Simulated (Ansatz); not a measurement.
What does this script print? It uses the Python package of Ansatz (0.2.0).

`zeeman.py`
```python
# -*- coding: utf-8 -*-
"""Response of the spins of YZr to a Zeeman field."""

import ansatz as az
import numpy as np

cell = (
    az.Lattice.from_parameters(3.423583, 3.423583, 5.402587, alpha=90, beta=90, gamma=120)
    .space_group(187)
    .atom("Y", (2 / 3, 1 / 3, 0.5))
    .atom("Zr", (1 / 3, 2 / 3, 0.0))
)

calculation = (
    cell.calculation()
    .kpoints(5, 5, 3, center="monkhorst-pack")
    .functional("r2SCAN")
    .occupations("Fermi-Dirac", width=0.1)
    .basis(750)
    .spin("collinear")
)
# the field acts on the spins alone; such large fields lift the response over the noise
rows = []
for tesla in [-200, 0, 200]:
    rep = (calculation.magnetic_field(tesla) if tesla else calculation).run(threads=1, backend="cpu").report
    rows.append((tesla, rep["magnetization_mub"], rep["free_energy_ev"], rep["components"].get("e_zeeman", 0.0)))
for row in rows:
    print("; ".join(f"{name} = {round(v, 4) if isinstance(v, float) else v}" for name, v in zip(["B (T)", "moment muB", "F eV", "Zeeman term eV"], row)))
slope = np.polyfit([row[0] for row in rows], [row[1] for row in rows], 1)[0]
print(f"dM/dB = {1000 * slope:.4f} muB per 1000 T per cell")
```

Running `python zeeman.py` prints:
```text
RunWarning: this spin-polarised run has no starting moment large enough to seed its density, so its SCF can try parallel moments of its own, which can die out, and starts no order whose moments [...]
B (T) = -200; moment muB = -0.0781; F eV = -8054.548; Zeeman term eV = -0.0009
B (T) = 0; moment muB = 0.0; F eV = -8054.5475; Zeeman term eV = 0.0
B (T) = 200; moment muB = 0.0781; F eV = -8054.548; Zeeman term eV = -0.0009
dM/dB = 0.3906 muB per 1000 T per cell
```
(Warnings from the package without file and line, shortened.)

Notes:
- The settings weren't tested for convergence.
- No spin polarisation was allowed.
- The mesh is modest for a metal, so energies can be off by several to tens of meV an atom and pressures by half a GPa or more; differences at equal mesh fare better.
- r2SCAN tends to overestimate the moments of itinerant magnets.
- This cell is a computed structure, which may not be the phase found in nature.
- Orbital magnetism is left out. The response of a metal hangs strongly on mesh and smearing, and a straight-line fit holds only where the moment is linear in the field.
- Wall time of the script: 81 s on 1 thread of Arm Neoverse V1, on a shared host, peak memory 0.58 GiB.

(A comment or docstring line of the script was reworded after the run, the code is as it ran; lines on the test bed's own set-up are left out of the output.)
